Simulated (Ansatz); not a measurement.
# ZnSi3N: the cost of one run

Method: DFT PBE, scalar-relativistic, plane waves, PAW, in Ansatz 0.2.0.

**1. Starting point**

Symmetry: Pmmm, No. 47, orthorhombic system. Conventional cell: a = 3.424 Å, b = 3.434 Å, c = 5.719 Å, α = 90.00°, β = 90.00°, γ = 90.00°. Zn (site symmetry mmm) is surrounded by 2 Si at 1.48 Å and 2 N at 1.72 Å. Around Si (site symmetry mm2) lie 1 Si at 1.38 Å and 1 Zn at 1.48 Å. Around Si (site symmetry mmm) lie 2 Si at 1.38 Å. Around N (site symmetry mmm) lie 2 Zn at 1.72 Å.

Structure file:

```xyz
5
Lattice="3.4241 0.0000 0.0000 0.0000 3.4336 0.0000 0.0000 0.0000 5.7188" Properties=species:S:1:pos:R:3 pbc="T T T"
Zn    0.0000    0.0000    2.8594
Si    0.0000    0.0000    1.3762
Si    0.0000    0.0000    4.3425
Si    0.0000    0.0000    0.0000
N     0.0000    1.7168    2.8594
```

A structure generator made this guess: random cell by space group and Wyckoff sites (Pmmm, No. 47). Lengths come from tabulated atomic sizes and are only a guess.

**2. The guess as it stands, on a coarse mesh**

The input, input.yaml:

```yaml
crystal:
  lattice:
    - [3.42409889, 0.0, 0.0]
    - [0.0, 3.43360838, 0.0]
    - [0.0, 0.0, 5.71876125]
  atoms:
    - { symbol: Zn, position: [0.0, 0.0, 0.5] }
    - { symbol: Si, position: [0.0, 0.0, 0.24065074] }
    - { symbol: Si, position: [0.0, 0.0, 0.75934926] }
    - { symbol: Si, position: [0.0, 0.0, 0.0] }
    - { symbol: "N", position: [0.0, 0.5, 0.5] }
basis:
  ecutwfc: 420
kpoints:
  mp_grid: { grid: [6, 6, 4] }
hamiltonian:
  xc: pbe
scf:
  occupations: { method: gaussian, width: 0.1 }
  lower_state_search: "off"
output:
  forces: true
  stress: true
  eigenvalues: true
```

Launch:

```console
$ ansatz run input.yaml --threads 1 --pin off --max-ram 2560MiB --backend cpu --events-out ev --progress --plain --runs-dir out
```

**Question.** How long does this run take on 1 thread of Intel Xeon at 2.70GHz, shared host, and how much memory does it need?

About 4.8 s, with a peak of 0.38 GiB.
